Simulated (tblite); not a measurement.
# C5H14BBrN2: the cost of one run

The runs use tblite 0.8.0 and PySCF 2.14.0, with density-fitted response routines of our own; the level of theory stands in each step. All values are computed, except where a source is named. Atoms are numbered from 0 throughout.

**1. The molecule as given**

23 atoms, charge 0, multiplicity 1; geometry from: force field or distance geometry start.

Bonds of the start (Å): C0–C1 1.53, C1–C2 1.58, C2–C3 1.54, C2–C4 1.54, C2–N5 1.47, N5–B6 1.54, B6–N7 1.52, B6–Br8 2.00, C0–H9 1.12, C0–H10 1.12, C0–H11 1.10, C1–H12 1.10, C1–H13 1.11, C3–H14 1.11, C3–H15 1.12, C3–H16 1.11, C4–H17 1.11, C4–H18 1.11, C4–H19 1.11, N5–H20 1.05, N7–H21 1.04, N7–H22 1.04.

**2. Relaxing the molecule with GFN2-xTB**

Job settings and geometry (Å):

```
{"job": {"kind": "relax", "xc": "GFN2-xTB", "basis": "xTB"}, "charge": 0, "multiplicity": 1}
C     -2.022700     1.224500     0.405400
C     -1.263100     0.326400    -0.568100
C     -0.177000    -0.581700     0.133600
C     -0.881200    -1.530900     1.113500
C      0.510500    -1.447100    -0.939700
N      0.789600     0.234700     0.890000
B      1.626500     1.235500     0.064600
N      2.814200     0.752000    -0.754400
Br     1.363600     3.193600     0.343100
H     -2.664600     1.931400    -0.172300
H     -2.706800     0.626100     1.052300
H     -1.344000     1.816000     1.042300
H     -0.780100     0.966500    -1.315400
H     -1.987300    -0.316700    -1.102500
H     -0.159000    -2.275600     1.516800
H     -1.288300    -0.981300     2.005800
H     -1.711100    -2.084400     0.633400
H      0.899300    -0.827000    -1.778500
H     -0.205300    -2.168200    -1.383300
H      1.362500    -2.012600    -0.498300
H      1.466900    -0.387400     1.390100
H      3.663600     1.195100    -0.358500
H      2.689200     1.138000    -1.709600
```

Run with:

```bash
$ OMP_NUM_THREADS=1 python probes_run.py task.json out
```

The driver reads the jobs from task.json and runs them one after another.

Q: Estimate the wall time of this first job on 1 thread of Arm Neoverse N1, shared host.

About 3 s.
